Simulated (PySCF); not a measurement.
# H3LaO3 (La(OH)3): the cost of one run

Computed with PySCF 2.14.0. Level: PBE0, La lcecp-1-SVP with ECP46, O def2-SVP, H def2-SVP; scalar-relativistic core potentials, no spin–orbit coupling.

2 further runs of the same task are left out: 1 for a known fault of the program, 1 that didn't finish.

## 1. The starting structure

7 atoms, charge 0, spin multiplicity 1.

Bond lengths: La1–O2 2.165 Å, La1–O4 2.165 Å, La1–O6 2.165 Å, O2–H3 0.958 Å, O4–H5 0.958 Å, O6–H7 0.958 Å. Angles: O2–La1–O4 115.9°, O2–La1–O6 115.9°, O4–La1–O6 115.9°, La1–O2–H3 171.8°, La1–O4–H5 171.8°, La1–O6–H7 171.8°.

Coordinates:

```xyz
7

La    0.0000    0.0000   -0.3761
O     2.1190    0.0000    0.0672
H     3.0188    0.0000    0.3951
O    -1.0595    1.8351    0.0672
H    -1.5094    2.6144    0.3951
O    -1.0595   -1.8351    0.0672
H    -1.5094   -2.6144    0.3951
```

Formal oxidation states: La +3. The 4f shell is empty and lies in the core potential. An earlier session relaxed this geometry at PBE0, La lcecp-1-SVP with ECP46, O def2-SVP, H def2-SVP (singlet, point group C3v).

Its energy there is -258.814403 Eh.

## 2. Atoms moved at random, σ = 0.15 Å

Input file run.py (the lines that set the calculation):

```python
mol = gto.M(atom='''
La     0.29355    -0.25114    -0.29222
O      2.19065     0.27730     0.16701
H      3.21031     0.09044     0.36444
O     -1.09808     1.69445     0.17197
H     -1.49948     2.68938     0.36107
O     -1.47700    -1.82016    -0.12962
H     -1.61996    -2.68028     0.36835''',
    basis={'La': 'lcecp-1-SVP', 'O': 'def2-SVP', 'H': 'def2-SVP'},
    ecp={'La': 'lcecp-1-SVP'},
    charge=0, spin=0)
mf = dft.RKS(mol, xc='PBE0')
mf.grids.atom_grid = (50, 194)  # f atoms: unpruned, at least (60, 302)
mf = mf.density_fit()  # fitting sets: La AutoAux, O def2-universal-JKFIT, H def2-universal-JKFIT
mf.conv_tol = 1e-08; mf.max_cycle = 55
mf.kernel(dm0)  # dm0: the density of the relaxed state
```

On the command line:

```
OMP_NUM_THREADS=2 python run.py
```

**Question.** How long does this run take on 2 threads of Arm Neoverse V2, shared host?

About 3 s.
